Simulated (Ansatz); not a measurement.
**C2H4FNOSi (SMILES C[SiH](F)N=C=O) at HF/STO-3G**

Aim: the vertical singlet–triplet gap of C2H4FNOSi at HF/STO-3G, from 2 runs. 

The results are computed with Ansatz 0.2.0.

88 further runs of the same task are left out: 88 set aside as unsound or not needed. Runs told in other sessions of the task aren't counted.

### 1 Starting point

The species is C2H4FNOSi (10 atoms), meant as a singlet with charge 0. SMILES: `C[SiH](F)N=C=O`. The coordinates come from a PBE0-D4/def2-TZVP relaxation. This is one conformer, not always the lowest.

Bond lengths: C1–Si2 1.842 Å, Si2–F3 1.595 Å, Si2–N4 1.704 Å, N4–C5 1.195 Å, C5–O6 1.163 Å, C1–H7 1.092 Å, C1–H8 1.092 Å, C1–H9 1.093 Å, Si2–H10 1.478 Å. Some angles: C1–Si2–F3 109.5°, C1–Si2–N4 109.7°, F3–Si2–N4 107.8°, Si2–N4–C5 160.7°, N4–C5–O6 177.8°, C1–Si2–H10 113.8°, F3–Si2–H10 107.2°, N4–Si2–H10 108.6°, Si2–C1–H7 110.7°, Si2–C1–H8 110.7°.

### 2 The energy at HF/STO-3G

The input, input.yaml:

```yaml
crystal:
  periodic: [false, false, false]
  atoms:
    - symbol: C
      position_ang: [-1.318900, -0.731800, 0.573000]
    - symbol: Si
      position_ang: [0.243800, -0.552500, -0.384700]
    - symbol: F
      position_ang: [1.343500, -1.551500, 0.196800]
    - symbol: N
      position_ang: [0.842100, 1.034600, -0.218600]
    - symbol: C
      position_ang: [1.568200, 1.980200, -0.298100]
    - symbol: O
      position_ang: [2.243900, 2.924800, -0.355000]
    - symbol: H
      position_ang: [-1.152000, -0.507500, 1.629000]
    - symbol: H
      position_ang: [-1.705900, -1.750300, 0.493100]
    - symbol: H
      position_ang: [-2.079000, -0.045100, 0.192700]
    - symbol: H
      position_ang: [0.097700, -0.852100, -1.825100]
basis:
  gaussian:
    orbitals: STO-3G
total_charge: 0
hamiltonian:
  xc: hf
accuracy: high
output: {orbitals: {seedname: orbitals}}
```

Launch:

```
$ ansatz run input.yaml --threads 1 --pin off --max-ram 2610MiB --events-out events.jsonl --progress --plain --runs-dir runs
```

The program printed:

```text
Warning: RAYON_NUM_THREADS=1 ignored (pool sized by the plan → 1); use --threads N
Functional definition: HF
  name "HF"
  exchange = exact_x
  correlation = 0
787 factors; integrals over basis functions are off by at most 3.5e-8 eV
mean field evaluation 1: about -16007.5742 eV, gradient 3.4e1 eV
mean field evaluation 2: about -16007.6963 eV, gradient 3.4e1 eV
mean field evaluation 4: about -16011.2963 eV, gradient 4.1e0 eV
mean field evaluation 8: about -16011.3449 eV, gradient 6.9e-2 eV
mean field -16011.34495751 eV, -588.4060743090 hartree, gradient 1.4e-8 eV, S^2 0.000000; 0 other end points of the search recorded, 0 dependent functions left out
reference -16011.34495751 eV, -588.4060743090 hartree; 27, 27 occupied and 11, 11 virtual orbitals, 787 factors
Total energy: -16011.34495751 eV, -588.4060743090 hartree
```

Wall time 0.42 s (1 thread of Arm Neoverse V2, shared host).

### 3 The triplet

The input, job.yaml:

```yaml
crystal:
  periodic: [false, false, false]
  atoms:
    - {symbol: C, position_ang: [-1.318900, -0.731800, 0.573000]}
    - {symbol: Si, position_ang: [0.243800, -0.552500, -0.384700]}
    - {symbol: F, position_ang: [1.343500, -1.551500, 0.196800]}
    - {symbol: "N", position_ang: [0.842100, 1.034600, -0.218600]}
    - {symbol: C, position_ang: [1.568200, 1.980200, -0.298100]}
    - {symbol: O, position_ang: [2.243900, 2.924800, -0.355000]}
    - {symbol: H, position_ang: [-1.152000, -0.507500, 1.629000]}
    - {symbol: H, position_ang: [-1.705900, -1.750300, 0.493100]}
    - {symbol: H, position_ang: [-2.079000, -0.045100, 0.192700]}
    - {symbol: H, position_ang: [0.097700, -0.852100, -1.825100]}
basis:
  gaussian:
    orbitals: STO-3G
magnetization:
  spin_polarized: true
  initial_magnetization: 2
hamiltonian:
  xc: hf
accuracy: high
output: {orbitals: {seedname: orbitals}}
```

Launch:

```
$ ansatz run job.yaml --threads 1 --pin off --max-ram 2610MiB --events-out events.jsonl --progress --plain --runs-dir runs
```

The program printed:

```text
Warning: RAYON_NUM_THREADS=1 ignored (pool sized by the plan → 1); use --threads N
Functional definition: HF
  name "HF"
  exchange = exact_x
  correlation = 0
787 factors; integrals over basis functions are off by at most 3.5e-8 eV
mean field evaluation 1: about -15999.1204 eV, gradient 2.2e1 eV
mean field evaluation 2: about -15999.3085 eV, gradient 2.2e1 eV
mean field evaluation 4: about -16005.1186 eV, gradient 4.4e0 eV
mean field evaluation 8: about -16005.6473 eV, gradient 4.5e-1 eV
mean field evaluation 16: about -16005.7634 eV, gradient 3.7e-2 eV
mean field evaluation 32: about -16005.7408 eV, gradient 7.7e-2 eV
mean field evaluation 64: about -16005.7329 eV, gradient 9.0e-2 eV
mean field evaluation 96: about -16005.5300 eV, gradient 2.6e-1 eV
mean field evaluation 128: about -16005.5281 eV, gradient 2.5e-1 eV
mean field evaluation 160: about -16005.6972 eV, gradient 1.6e-1 eV
mean field evaluation 192: about -16005.4266 eV, gradient 7.1e-1 eV
mean field -16005.76339626 eV, -588.2009557166 hartree, gradient 8.5e-8 eV, S^2 2.011239; 2 other end points of the search recorded, 0 dependent functions left out
reference -16005.76339626 eV, -588.2009557166 hartree; 28, 26 occupied and 10, 12 virtual orbitals, 787 factors
Total energy: -16005.76339626 eV, -588.2009557166 hartree
```

Run time: 2 s. Hardware: 1 thread of Arm Neoverse V2, shared host; peak memory 0.12 GiB.

### 4 Outcome

At HF/STO-3G:

| quantity | value |
| --- | --- |
| singlet: total energy | -588.40607 Eh |
| singlet: HOMO energy | -8.36 eV |
| singlet: LUMO energy | 9.67 eV |
| singlet: HOMO–LUMO gap | 18.03 eV |
| triplet: total energy | -588.20096 Eh |
| triplet: HOMO energy (highest over α and β) | -2.10 eV |
| triplet: LUMO energy (lowest over α and β) | 4.96 eV |
| triplet: ⟨S²⟩ | 2.011 |
| vertical energy of the triplet above the singlet | 5.582 eV |

What this shows: At this shape the triplet lies 5.58 eV (129 kcal/mol) above the singlet. In a minimal basis such a difference can be off by several eV, whatever the method.
